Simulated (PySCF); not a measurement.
# K2 (K2): the cost of one run

Computed with PySCF 2.14.0 and routines of our own; the level stands in each step. Atoms count from 0.

## 1. The system as given

2 atoms, charge 0, multiplicity 1; geometry from: GFN2-xTB.

## 2. Optimising the geometry at BHandHLYP/def2-SVP

What the job is given:

```
{"job": {"xc": "BHandHLYP", "basis": "def2-SVP", "grid": 1, "kind": "geom"}, "charge": 0, "multiplicity": 1}
K      1.696469    -0.002568    -0.003230
K     -1.693712     0.003836    -0.010919
```

The run is started by

```bash
$ OMP_NUM_THREADS=1 python excited_run.py task.json out
```

The driver reads the jobs from task.json and runs them one after another.

**Question.** How long does this first job take on 1 thread of Arm Neoverse V1, shared host, and how much memory does it need?

About 2.4 s, with a peak of 0.27 GiB.
